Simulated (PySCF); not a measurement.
# C3H9PSi (SMILES P[SiH]1CCC1): levels of theory compared

Aim: a comparison of 6 runs (HF/STO-3G, HF/3-21G, HF/pcseg-1, B3LYP/6-31G*, PBE0/def2-SVP) of C3H9PSi. Input form: a Python script.

The results are computed with PySCF 2.14.0.

### 1 Starting point

C3H9PSi has 14 atoms, charge 0, and is taken as a singlet. SMILES: `P[SiH]1CCC1`. The shape is that of a GFN2-xTB optimisation. This is one conformer, not always the lowest.

Bond lengths: P1–Si2 2.246 Å, Si2–C3 1.915 Å, C3–C4 1.539 Å, Si2–C5 1.923 Å, C4–C5 1.540 Å, P1–H6 1.384 Å, P1–H7 1.383 Å, Si2–H8 1.470 Å, C3–H9 1.086 Å, C3–H10 1.088 Å, C4–H11 1.088 Å, C4–H12 1.089 Å, C5–H13 1.087 Å, C5–H14 1.089 Å. Some angles: P1–Si2–C3 117.3°, P1–Si2–C5 122.3°, C3–Si2–C5 76.1°, Si2–C3–C4 90.7°, C3–C4–C5 100.4°, Si2–C5–C4 90.5°, P1–Si2–H8 108.3°, C3–Si2–H8 115.5°, C5–Si2–H8 114.6°, Si2–P1–H6 95.3°.

### 2 Energy and forces at HF/STO-3G (run 1)

job.py

```python
from pyscf import gto, scf

mol = gto.Mole()
mol.atom = [
    ('P', (-0.996270, 0.715570, 2.514370)),
    ('Si', (-0.447610, -0.525370, 0.725040)),
    ('C', (1.356890, -0.405590, 0.093960)),
    ('C', (0.859800, -0.151750, -1.340150)),
    ('C', (-0.630470, 0.129090, -1.073470)),
    ('H', (-0.917940, 1.930660, 1.857190)),
    ('H', (-2.355540, 0.616470, 2.282050)),
    ('H', (-0.955430, -1.889320, 0.934620)),
    ('H', (1.988280, -1.284320, 0.190220)),
    ('H', (1.914080, 0.440860, 0.491000)),
    ('H', (0.978320, -1.045110, -1.950400)),
    ('H', (1.372610, 0.669700, -1.838670)),
    ('H', (-1.305010, -0.392170, -1.747100)),
    ('H', (-0.861700, 1.191270, -1.138670)),
]
mol.basis = 'sto-3g'
mol.charge = 0
mol.verbose = 4
mol.max_memory = 1860
mol.build()

mf = scf.RHF(mol)
mf.conv_tol = 1e-10
mf.kernel()
if not mf.converged:
    mf = mf.newton().run(mf.mo_coeff, mf.mo_occ)

energy = mf.e_tot
print('E = %.10f Eh' % energy)
grad = mf.nuc_grad_method().kernel()
mf.analyze()
```

On the command line:

```sh
$ OMP_NUM_THREADS=1 python job.py
```

Output:

```text
PySCF version 2.14.0

[... 66 lines left out ...]
converged SCF energy = -739.993000800356
[... 18 lines left out ...]
DFT Exchange-Correlation Energy =      -62.122750414042116
[... 7 lines left out ...]
MO #6   energy= -7.23120646364845  occ= 2
[... 5 lines left out ...]
MO #12  energy= -3.97771510450388  occ= 2
[... 5 lines left out ...]
MO #18  energy= -0.619200188183834 occ= 2
[... 5 lines left out ...]
MO #24  energy= -0.422073244980779 occ= 2
[... 5 lines left out ...]
MO #30  energy= 0.428404999037259  occ= 0
[... 5 lines left out ...]
MO #36  energy= 0.681519266204613  occ= 0
[... 5 lines left out ...]
MO #42  energy= 0.878952865322495  occ= 0
[... 59 lines left out ...]
Dipole moment(X, Y, Z, Debye): -0.70569,  0.01678,  0.13036
```

Wall time 11 s (1 thread of AMD EPYC (Zen 3), shared host); peak memory 0.12 GiB.

### 3 Energy and forces at HF/3-21G (run 2)

input.py

```python
from pyscf import gto

mol = gto.Mole()
mol.atom = '''
P   -0.996270   0.715570   2.514370
Si  -0.447610  -0.525370   0.725040
C    1.356890  -0.405590   0.093960
C    0.859800  -0.151750  -1.340150
C   -0.630470   0.129090  -1.073470
H   -0.917940   1.930660   1.857190
H   -2.355540   0.616470   2.282050
H   -0.955430  -1.889320   0.934620
H    1.988280  -1.284320   0.190220
H    1.914080   0.440860   0.491000
H    0.978320  -1.045110  -1.950400
H    1.372610   0.669700  -1.838670
H   -1.305010  -0.392170  -1.747100
H   -0.861700   1.191270  -1.138670
'''
mol.max_memory = 1860
mol.verbose = 4
mol.spin = 0
mol.basis = '3-21g'
mol.charge = 0
mol.build()

mf = mol.RHF()
mf.conv_tol = 1e-10
mf.kernel()
if not mf.converged:
    mf = mf.newton().run(mf.mo_coeff, mf.mo_occ)

energy = mf.e_tot
print('Final energy', energy)
grad = mf.nuc_grad_method().kernel()
mf.analyze()
```

On the command line:

```sh
$ OMP_NUM_THREADS=1 python input.py
```

Output:

```text
PySCF version 2.14.0

[... 90 lines left out ...]
MO #1   energy= -79.370925116635   occ= 2
[... 9 lines left out ...]
MO #11  energy= -4.21147515434468  occ= 2
[... 9 lines left out ...]
MO #21  energy= -0.54485578132566  occ= 2
[... 9 lines left out ...]
MO #31  energy= 0.176280275677887  occ= 0
[... 9 lines left out ...]
MO #41  energy= 0.430716328864774  occ= 0
[... 9 lines left out ...]
MO #51  energy= 0.980271240821478  occ= 0
[... 9 lines left out ...]
MO #61  energy= 1.30428231594249   occ= 0
[... 9 lines left out ...]
MO #71  energy= 2.51341572124436   occ= 0
[... 88 lines left out ...]
Dipole moment(X, Y, Z, Debye): -0.31462,  0.06696, -1.53250
```

Wall time 12 s (1 thread of AMD EPYC (Zen 3), shared host); peak memory 0.14 GiB.

Runs 3 to 5 aren't shown in full; the table further down has their settings and results.

### 4 Energy and gradient at PBE0/def2-SVP (run 6)

input.py

```python
import pyscf.grad
from pyscf import gto, dft

molecule = gto.M(
    atom=[
    ('P', (-0.996270, 0.715570, 2.514370)),
    ('Si', (-0.447610, -0.525370, 0.725040)),
    ('C', (1.356890, -0.405590, 0.093960)),
    ('C', (0.859800, -0.151750, -1.340150)),
    ('C', (-0.630470, 0.129090, -1.073470)),
    ('H', (-0.917940, 1.930660, 1.857190)),
    ('H', (-2.355540, 0.616470, 2.282050)),
    ('H', (-0.955430, -1.889320, 0.934620)),
    ('H', (1.988280, -1.284320, 0.190220)),
    ('H', (1.914080, 0.440860, 0.491000)),
    ('H', (0.978320, -1.045110, -1.950400)),
    ('H', (1.372610, 0.669700, -1.838670)),
    ('H', (-1.305010, -0.392170, -1.747100)),
    ('H', (-0.861700, 1.191270, -1.138670)),
],
    verbose=3,
    max_memory=1860,
    basis='def2-svp',
    spin=0,
)

calc0 = dft.RKS(molecule, xc='pbe0')
calc0.grids.level = 5
calc0.conv_tol = 1e-10
calc0.kernel()
if not calc0.converged:
    calc0 = calc0.newton().run(calc0.mo_coeff, calc0.mo_occ)

e_final = calc0.e_tot
print(f'total energy: {e_final:.8f} hartree')
grad = calc0.Gradients().kernel()
dip = calc0.dip_moment()
pop, q = calc0.mulliken_pop()
```

On the command line:

```sh
$ OMP_NUM_THREADS=1 python input.py
```

Output:

```text
converged SCF energy = -749.882478159268
total energy: -749.88247816 hartree
[... 8 lines left out ...]
Dipole moment(X, Y, Z, Debye): -0.19070,  0.25393, -1.06577
[... 138 lines left out ...]
charge of   13H =      0.06155
```

Wall time 1.9 min (1 thread of AMD EPYC (Zen 3), shared host); peak memory 1.3 GiB.

### 5 The series

| run | level | integration grid | Cartesian functions | energy (Eh) | dipole moment (D) | HOMO energy (eV) | LUMO energy (eV) | wall time |
| --- | --- | --- | --- | --- | --- | --- | --- | --- |
| 1 | HF/STO-3G | – | no | -739.993001 | 0.72 | -7.25 | 9.95 | 11 s |
| 2 | HF/3-21G | – | no | -744.556595 | 1.57 | -9.66 | 3.98 | 12 s |
| 3 | HF/pcseg-1 | – | no | -748.409040 | 1.06 | -9.76 | 3.31 | 83 s |
| 4 | B3LYP/6-31G* (spherical functions) | 5 | no | -750.557066 | 1.26 | -6.79 | 0.47 | 2.2 min |
| 5 | B3LYP/6-31G* (Cartesian functions) | 5 | yes | -750.563305 | 1.26 | -6.79 | 0.47 | 2.3 min |
| 6 | PBE0/def2-SVP | 5 | no | -749.882478 | 1.11 | -7.15 | 0.60 | 1.9 min |

### 6 Summary of results

| quantity | value |
| --- | --- |
| run 6: total energy | -749.88248 Eh |
| run 6: dipole moment | 1.11 D |
| run 6: HOMO energy | -7.15 eV |
| run 6: LUMO energy | 0.60 eV |
| run 6: HOMO–LUMO gap | 7.75 eV |
| run 6: largest force on an atom | 1.349 eV/Å |

What this shows: The dipole moment (its size) runs from 0.72 D (HF/STO-3G) to 1.57 D (HF/3-21G). The HOMO–LUMO gap runs from 7.26 eV (B3LYP/6-31G*) to 17.20 eV (HF/STO-3G). The two ends differ in method and basis. Totals of different functionals can't be ranked against each other. In run 1 the basis is minimal, so the values are rough. All runs together took 8.1 min, the longest 2.3 min.
